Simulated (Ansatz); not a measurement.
# SiGe2 (singlet): wave-function methods side by side, cc-pVDZ

The task here is to estimate one member of a computed series from the others.

Method: cc-pVDZ, core rule «outside noble gas», up to 33 orbitals frozen; program: Ansatz 0.2.0, Gaussian basis.

To be run: UHF; CCSD(T) on RHF; BCCD(T) on RHF; CISD; CCSDT(Q) on RHF; CASSCF and MRCISD+Q, 8 electrons in 8 orbitals; CASSCF and NEVPT2, 8 electrons in 8 orbitals.

34 further runs of the same task are left out: 21 that didn't finish, 13 set aside as unsound or not needed.

### The system

The geometry is a PBE0/def2-TZVP stationary point (not a proven minimum) of the parent state, kept for this charge and spin. No spin-orbit coupling is included. The filled d shell of Ge may be among the frozen orbitals whatever the setting's name suggests; the logs give the count.

3 atoms, charge 0, spin multiplicity 1.

Atoms are counted from 1 here; the program's logs count them from 0.

Bond lengths: Ge1–Ge2 2.453 Å, Ge1–Si3 2.352 Å, Ge2–Si3 2.352 Å. Angles: Ge2–Ge1–Si3 58.6°, Ge1–Ge2–Si3 58.6°, Ge1–Si3–Ge2 62.9°.

Set-up of the first run:

The input, in.yaml:

```yaml
crystal:
  periodic: [false, false, false]
  atoms:
    - {symbol: Ge, position_ang: [0.000000, 0.325086, 1.226603]}
    - {symbol: Ge, position_ang: [0.000000, 0.325086, -1.226603]}
    - {symbol: Si, position_ang: [0.000000, -1.681598, 0.000000]}
basis:
  gaussian: {orbitals: cc-pVDZ}
magnetization: {spin_polarized: true, initial_magnetization: 0}
hamiltonian: {xc: hf}
output: {orbitals: {seedname: orbitals}}
```

On the command line:

```sh
$ ansatz run in.yaml --threads 1 --pin off --events-out ev --progress --plain --max-ram 2393MiB
```

Steps of the session up to this table: UHF; CCSD(T) on RHF; BCCD(T) on RHF; CISD; CCSDT(Q) on RHF; CASSCF and MRCISD+Q, 8 electrons in 8 orbitals; CASSCF and NEVPT2, 8 electrons in 8 orbitals.

One table of the session follows, with a row left open; its other results are not shown here.

```
           method  from RCCSDT(Q) (kJ/mol)
              RHF                        ?
             RMP2                   +129.7
             CISD                   +157.2
            RCCSD                    +64.2
         RCCSD(T)                    +11.2
          BCCD(T)                    +10.6
           RCCSDT                     +7.8
        RCCSDT(Q)                        0
  CASSCF frontier                   +559.0
  NEVPT2 frontier                   +120.7
  MRCISD frontier                    +78.4
MRCISD+Q frontier                    +11.8
```

**Question.** Estimate the row for RHF.

**Answer.** from RCCSDT(Q) (kJ/mol): +774.9. In the column «from RCCSDT(Q) (kJ/mol)» it is the highest.
